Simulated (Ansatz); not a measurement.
Below is the output of a Python script on the Python package of Ansatz (0.2.0) that makes a ladder of methods at one geometry of C₂H₄SiZn, SMILES C=[C]1[SiH2][Zn]1. Write a script that gives it. Use (for the species named): r2scan0, def2-SVP basis, multiplicity 1. The script varies functional: r2scan0, b3lyp, lda, revpbe.

Contents of `c2h4sizn.xyz`:
```text
8

C    -0.89660    1.18040   -0.05040
C     0.05680    0.36720   -0.21430
Si    0.78970   -1.26960    0.11490
Zn    1.84410    0.25490   -1.08500
H    -0.90030    2.19350   -0.55160
H    -1.80830    0.96370    0.53150
H     1.02740   -1.43100    1.58330
H    -0.02070   -2.31620   -0.38430
```

Running `python run_methods.py` prints:
```text
functional    E (Ha)        dipole (D)   HOMO (eV)  LUMO (eV)
r2scan0      -2146.799049     3.186      -4.786     -2.622
b3lyp        -2147.006424     2.758      -4.516     -2.922
lda          -2142.138904     2.325      -3.890     -3.568
revpbe       -2146.733491     2.657      -3.723     -3.300
```

One script that gives this output:

Script `run_methods.py`:
```python
"""One geometry of C2H4SiZn, method by method."""

from pathlib import Path

import ansatz as az
import numpy as np


def main() -> None:
    system = az.Crystal.molecule_from_extxyz("c2h4sizn.xyz")

    base = system.calculation().basis(gaussian="def2-SVP")

    print("functional    E (Ha)        dipole (D)   HOMO (eV)  LUMO (eV)")
    for name in ["r2scan0", "b3lyp", "lda", "revpbe"]:
        summary = base.functional(name).forces().orbitals().run(threads=1, runs_dir="runs").report
        lines = Path(summary["orbitals_path"]).read_text().splitlines()
        field_of = lambda key: [line.split("=")[1].strip() for line in lines if line.startswith(key)]
        orbitals = [(27.211386 * float(e), s, float(n)) for e, s, n in zip(field_of("Ene="), field_of("Spin="), field_of("Occup="))]
        homo = max(e for e, _, n in orbitals if n > 0.5)
        lumo = min(e for e, _, n in orbitals if n < 0.5)
        dipole = 4.803205 * np.linalg.norm(summary["charge_distribution"]["dipole_moment_e_ang"])
        print(f"{name:10s} {summary['free_energy_ev'] / 27.211386246:14.6f} {dipole:9.3f} {homo:11.3f} {lumo:10.3f}")


if __name__ == "__main__":
    main()
```

Reading the output:
- Total energies depend on the basis set; only differences at equal settings carry meaning.
- The geometry is a force-field or estimated start, not a minimum of this method, and the basis set is short of its limit. A lower total doesn't mark the better method: functionals have no common bound, and MP2 and coupled cluster aren't variational.
- b3lyp holds the VWN-RPA fit, as in Gaussian; the form of ORCA and Turbomole is b3lyp5.
- Levels such as HOMO and LUMO are orbital energies: with these approximate functionals they aren't the ionisation energy and electron affinity, and their gap isn't the fundamental gap.
- Run time: 19 s on 1 thread of Arm Neoverse V2, on a shared host, peak memory 0.29 GiB.

(Lines on the test bed's own set-up are left out of the output.)
